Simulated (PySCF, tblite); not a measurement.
**C₈H₆F₄: geometry, infrared bands and NMR shifts**

What infrared bands and NMR shifts should C₈H₆F₄ (`C#CC1=C(CC(F)(F)F)C[C@H]1F`) show?

Computed with tblite 0.8.0 and PySCF 2.14.0, with density-fitted response routines of our own, on a single molecule in the gas phase. Atoms count from 0, in the outputs and in this text.

## (1) The starting structure

18 atoms, charge 0, multiplicity 1; geometry from: force field or distance geometry start.

Bonds of the start (Å): C0–C1 1.19, C1–C2 1.55, C2–C3 1.33, C3–C4 1.57, C4–C5 1.52, C5–F6 1.35, C5–F7 1.37, C5–F8 1.36, C3–C9 1.52, C9–C10 1.55, C10–F11 1.36, C10–C2 1.52, C0–H12 1.08, C4–H13 1.10, C4–H14 1.09, C9–H15 1.09, C9–H16 1.09, C10–H17 1.10.

## (2) Geometry optimisation with GFN2-xTB

The job: settings as JSON, then the geometry in Å.

```
{"job": {"kind": "relax", "xc": "GFN2-xTB", "basis": "xTB"}, "charge": 0, "multiplicity": 1}
C     -2.838700     2.231800     0.710500
C     -2.172800     1.312700     0.355500
C     -1.285200     0.117100    -0.074200
C      0.023700    -0.123600     0.013700
C      1.231500     0.656000     0.647600
C      2.586100     0.155100     0.189100
F      2.734500     0.241900    -1.153500
F      3.585600     0.894600     0.756100
F      2.794300    -1.135300     0.551200
C     -0.104600    -1.484900    -0.649500
C     -1.612600    -1.175000    -0.806900
F     -2.446700    -2.069800    -0.215100
H     -3.458300     3.055800     1.030200
H      1.138900     1.714700     0.368200
H      1.162100     0.601100     1.733900
H      0.431100    -1.600300    -1.590900
H      0.120100    -2.350600    -0.021700
H     -1.897600    -1.035100    -1.855900
```

Launch:

```
$ OMP_NUM_THREADS=1 python probes_run.py task.json out
```

This one command runs all jobs of the session in turn.

**Question.** This job is followed by: GFN2-xTB harmonic vibrations, gas phase; GIAO PBE0/pcSseg-1 NMR shielding, non-relativistic, gas phase. Predict these results of the whole session: strongest single infrared mode (GFN2-xTB); zero-point energy (GFN2-xTB); 13C shifts against TMS (PBE0/pcSseg-1); 1H shifts against TMS (PBE0/pcSseg-1); 19F shifts against CFCl3 (PBE0/pcSseg-1, means over atoms taken as alike); surface potential, 1st and 99th percentile.

As calculated:

```
                                                                 quantity                                                  value
                                strongest single infrared mode (GFN2-xTB)                                  1058 cm⁻¹, 200 km/mol
                                             zero-point energy (GFN2-xTB)                                          73.8 kcal/mol
                                   13C shifts against TMS (PBE0/pcSseg-1)  158.5, 138.7, 134.2, 96.7, 90.6, 79.0, 43.1, 39.5 ppm
                                    1H shifts against TMS (PBE0/pcSseg-1)                 5.46, 3.46, 3.16, 3.10, 2.89, 2.72 ppm
19F shifts against CFCl3 (PBE0/pcSseg-1, means over atoms taken as alike)                                      -78.7, -202.3 ppm
                                    surface potential, 1st and 99th percentile                                     -0.98 V and 1.49 V
```

**Reading.** The optimisation took 139 steps and gained 0.582 eV; among the close pairs (by a distance rule), C1–C2 changed most, from 1.550 to 1.396 Å. All 48 modes are real, so the xTB geometry is a minimum. The strongest single mode, at 1058 cm⁻¹, moves mainly C5. Unscaled tight-binding wavenumbers are off by several per cent, some by more. Its intensities can rank the bands wrongly. H17 (hydrogen on an allylic sp3 CH bonded to F) lies farthest downfield among hydrogen, at 5.46 ppm; its carbon carries F, an electronegative neighbour. At PBE0/pcSseg-1: The widest tensor belongs to C1: span 290 ppm, with a paramagnetic part of -135 ppm. By nearest atom (PBE0/pcSseg-1), the HOMO sits on C0, C3 about 25 % each; C2 18 % and the LUMO on C3 31 %; C0, C2 about 19 % each.
